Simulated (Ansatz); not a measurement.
# CuFH₂O: basis-set convergence

The task here is to estimate one member of a computed series from the others.

Computed with Ansatz 0.2.0, Gaussian basis. Level: one geometry, several basis sets.

Plan: PBE0-D4/def2-SVP; ωB97M-V/def2-SVP; PBE0-D4/def2-QZVPP; ωB97M-V/def2-QZVPP; the functionals' def2-TZVPP values are taken from earlier runs.

## The geometry

The geometry comes from an earlier relaxation with PBE0-D4 in a triple-zeta def2 set; it is a stationary point.

SMILES `[OH2+][Cu-][F]`, 5 atoms, charge 0, spin multiplicity 1.

Atoms are counted from 1 here; the program's logs count them from 0.

Bond lengths: O1–Cu2 1.925 Å, O1–H4 0.963 Å, O1–H5 0.963 Å, Cu2–F3 1.755 Å. Angles: Cu2–O1–H4 114.2°, Cu2–O1–H5 114.2°, H4–O1–H5 107.1°, O1–Cu2–F3 180.0°.

Coordinates:

```
O    -0.7826    0.2553   -0.5121
Cu    0.7395   -0.5658    0.3333
F     2.1266   -1.3154    1.1033
H    -1.4681    0.5406    0.1008
H    -0.5655    1.0115   -1.0669
```

Set-up of the first run:

in.yaml

```yaml
crystal:
  periodic: [false, false, false]
  atoms:
    - {symbol: O, position_ang: [-0.782611, 0.255255, -0.512054]}
    - {symbol: Cu, position_ang: [0.739472, -0.565782, 0.333346]}
    - {symbol: F, position_ang: [2.126610, -1.315358, 1.103254]}
    - {symbol: H, position_ang: [-1.468107, 0.540556, 0.100850]}
    - {symbol: H, position_ang: [-0.565464, 1.011529, -1.066897]}
basis:
  gaussian: {orbitals: def2-SVP}
hamiltonian: {xc: pbe0, dispersion: d4}
output: {orbitals: {seedname: orbitals}}
```

Among the steps run: PBE0-D4 in def2-SVP; ωB97M-V in def2-SVP; PBE0-D4 in def2-QZVPP; ωB97M-V in def2-QZVPP.

One of the session's tables, all rows but one given; the rest of the session is left out.

It belongs to the step «Density functionals: the series». 

| functional | basis | HOMO (eV) |
| --- | --- | --- |
| PBE0-D4 | def2-SVP | ? |
| PBE0-D4 | def2-TZVPP | -6.57 |
| PBE0-D4 | def2-QZVPP | -6.57 |
| ωB97M-V | def2-SVP | -8.43 |
| ωB97M-V | def2-TZVPP | -9.13 |
| ωB97M-V | def2-QZVPP | -9.14 |

**Question.** Estimate the row for PBE0-D4, def2-SVP.

As computed: HOMO (eV): -5.93. In the column «HOMO (eV)» it is the highest.
